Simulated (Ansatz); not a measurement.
# H6C3O: the cost of one run

Method: DFT PBE+D3(BJ), plane waves, PAW, scalar-relativistic, no spin polarisation, in Ansatz 0.2.0.

### 1 The system as given

The cell holds 40 atoms (C12H24O4): a = 8.707 Å, b = 8.707 Å, c = 8.707 Å, α = 90.00°, β = 90.00°, γ = 90.00°.

Its coordinates follow in the input file.

### 2 Preparing the start

Contents of input.yaml:

```yaml
accuracy: low
crystal:
  lattice:
    - [8.706588, 0.0, 0.0]
    - [0.0, 8.706588, 0.0]
    - [0.0, 0.0, 8.706588]
  atoms:
    - { symbol: C, position: [0.468269, 0.8188965, 0.3748279] }
    - { symbol: C, position: [0.4534021, 0.855576, 0.2042718] }
    - { symbol: H, position: [0.4823453, 0.9235512, 0.4426835] }
    - { symbol: H, position: [0.366411, 0.7591971, 0.4174435] }
    - { symbol: H, position: [0.5676081, 0.7454269, 0.3969442] }
    - { symbol: H, position: [0.4393258, 0.7509212, 0.1364162] }
    - { symbol: H, position: [0.354063, 0.9290455, 0.1821555] }
    - { symbol: H, position: [0.5552601, 0.9152754, 0.1616562] }
    - { symbol: C, position: [0.4065815, 0.1781018, 0.7896037] }
    - { symbol: C, position: [0.3720878, 0.107358, 0.6332028] }
    - { symbol: H, position: [0.4288152, 0.3012461, 0.7797902] }
    - { symbol: H, position: [0.3101742, 0.1629015, 0.8685326] }
    - { symbol: H, position: [0.5075698, 0.125153, 0.8420723] }
    - { symbol: H, position: [0.3498541, -0.0157863, 0.6430163] }
    - { symbol: H, position: [0.2710995, 0.1603067, 0.5807342] }
    - { symbol: H, position: [0.4684951, 0.1225583, 0.5542739] }
    - { symbol: C, position: [0.7424125, 0.3376985, 0.7506626] }
    - { symbol: C, position: [0.6453261, 0.4831104, 0.7599009] }
    - { symbol: H, position: [0.6701991, 0.2351122, 0.7466073] }
    - { symbol: H, position: [0.8144852, 0.3377182, 0.6478973] }
    - { symbol: H, position: [0.818027, 0.3272239, 0.8503015] }
    - { symbol: H, position: [0.7175395, 0.5856966, 0.7639561] }
    - { symbol: H, position: [0.5697116, 0.493585, 0.660262] }
    - { symbol: H, position: [0.5732534, 0.4830907, 0.8626661] }
    - { symbol: C, position: [0.8724748, 0.7358405, 0.1504137] }
    - { symbol: C, position: [0.9534725, 0.640491, 0.0279245] }
    - { symbol: H, position: [0.917693, 0.8528753, 0.1540641] }
    - { symbol: H, position: [0.7491973, 0.7432432, 0.1279852] }
    - { symbol: H, position: [0.8875675, 0.6855263, 0.2644131] }
    - { symbol: H, position: [0.9082542, 0.5234562, 0.024274] }
    - { symbol: H, position: [0.9383797, 0.6908052, -0.0860749] }
    - { symbol: H, position: [1.0767499, 0.6330884, 0.050353] }
    - { symbol: O, position: [0.8141831, 0.0972871, 0.9901549] }
    - { symbol: C, position: [0.9147645, 0.0457593, 0.9217096] }
    - { symbol: O, position: [0.9215462, 0.3808313, 0.396758] }
    - { symbol: C, position: [1.0269404, 0.398384, 0.3190378] }
    - { symbol: O, position: [0.4347537, 0.2479184, 0.2408285] }
    - { symbol: C, position: [0.4301922, 0.2406798, 0.1089828] }
    - { symbol: O, position: [0.144698, 0.9833255, 0.4772415] }
    - { symbol: C, position: [0.0921158, 0.9488428, 0.3610411] }
basis:
  ecutwfc: 420.0
kpoints:
  mp_grid: { grid: [1, 1, 1] }
hamiltonian:
  xc: pbe
  dispersion: d3bj
scf:
  occupations: { method: fermi_dirac, width: 0.05 }
  lower_state_search: "off"
relax:
  f_tol: 0.3
  max_steps: 15
  adjacent_minimum: "off"
output:
  write_density: true
  write_potential: true
  elf: true
  volumetric_format: npy
```

Command:

```
> ansatz run input.yaml --threads 1 --pin off --max-ram 3072MiB --backend cpu --events-out ev --progress --plain --runs-dir out
```

Q: Estimate wall time and peak memory on 1 thread of Arm Neoverse V2, shared host.

About 43 s, with a peak of 0.54 GiB.
